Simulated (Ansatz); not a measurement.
# ClH10N3SiTi: the cost of one run

Program: Ansatz 0.2.0. Level of theory: RKS PBE/def2-SVP. These are calculated values, not measurements.

### 1 The structure to begin with

Bond lengths: Ti1–Cl2 2.720 Å, Ti1–N3 2.060 Å, N3–H4 1.060 Å, N3–H5 1.060 Å, Ti1–N6 2.059 Å, N6–H7 1.060 Å, N6–H8 1.060 Å, Ti1–N9 2.059 Å, N9–H10 1.060 Å, N9–H11 1.060 Å, Ti1–Si12 2.760 Å, Si12–H13 1.460 Å, Si12–H14 1.460 Å, Si12–H15 1.460 Å. Angles (14 of 25 angles, heavy atoms first): Cl2–Ti1–N3 109.4°, Cl2–Ti1–N6 109.5°, Cl2–Ti1–N9 109.5°, Cl2–Ti1–Si12 71.6°, N3–Ti1–N6 109.5°, N3–Ti1–N9 109.5°, N3–Ti1–Si12 178.9°, N6–Ti1–N9 109.5°, N6–Ti1–Si12 70.0°, N9–Ti1–Si12 70.0°, Ti1–N3–H4 120.0°, Ti1–N3–H5 120.0°, Ti1–N6–H7 120.0°, Ti1–N6–H8 120.0°.

As a file:

```xyz
16

Ti    0.0000    0.0000    0.0000
Cl    0.0000    0.0000    2.7200
N     1.9426    0.0000   -0.6860
H     2.4408   -0.9180   -0.8667
H     2.4438    0.9180   -0.8582
N    -0.9703    1.6810   -0.6860
H    -1.9904    1.6258   -0.9687
H    -0.4498    2.6017   -0.7565
N    -0.9703   -1.6810   -0.6860
H    -1.5052   -2.2973   -0.0095
H    -0.9349   -1.9302   -1.7156
Si   -2.6192    0.0000    0.8703
H    -3.4072   -0.9102    0.0444
H    -2.6704   -0.4389    2.2618
H    -3.1675    1.3491    0.7657
H    -1.5248    0.0000    2.1941
```

### 2 Pulling towards end A

Springs on the bonds that form and break draw the guess towards this end; the thresholds are loose.

input.yaml

```yaml
crystal:
  periodic: [false, false, false]
  atoms:
    - { symbol: Ti, position_ang: [0.0, 0.0, 0.0] }
    - { symbol: Cl, position_ang: [0.0, 0.0, 2.72] }
    - { symbol: "N", position_ang: [1.9426, 0.0, -0.686] }
    - { symbol: H, position_ang: [2.4408, -0.918, -0.8667] }
    - { symbol: H, position_ang: [2.4438, 0.918, -0.8582] }
    - { symbol: "N", position_ang: [-0.9703, 1.681, -0.686] }
    - { symbol: H, position_ang: [-1.9904, 1.6258, -0.9687] }
    - { symbol: H, position_ang: [-0.4498, 2.6017, -0.7565] }
    - { symbol: "N", position_ang: [-0.9703, -1.681, -0.686] }
    - { symbol: H, position_ang: [-1.5052, -2.2973, -0.0095] }
    - { symbol: H, position_ang: [-0.9349, -1.9302, -1.7156] }
    - { symbol: Si, position_ang: [-2.6192, 0.0, 0.8703] }
    - { symbol: H, position_ang: [-3.4072, -0.9102, 0.0444] }
    - { symbol: H, position_ang: [-2.6704, -0.4389, 2.2618] }
    - { symbol: H, position_ang: [-3.1675, 1.3491, 0.7657] }
    - { symbol: H, position_ang: [-1.5248, 0.0, 2.1941] }
basis:
  gaussian: { orbitals: def2-SVP }
hamiltonian:
  xc: pbe
relax:
  f_tol: 0.15
  max_steps: 25
  restrain:
    - { distance: [0, 11], at: 3.66, k: 30.0 }
    - { distance: [15, 1], at: 2.57, k: 30.0 }
    - { distance: [0, 1], at: 2.37, k: 30.0 }
    - { distance: [15, 11], at: 1.46, k: 30.0 }
```

Run with:

```sh
$ ansatz run input.yaml --threads 4 --pin off --max-ram 5120MiB --backend cpu --events-out ev --progress --plain --runs-dir out
```

What time and memory should one allow on 4 threads of Arm Neoverse V2, shared host?

About 54 s, with a peak of 0.27 GiB.
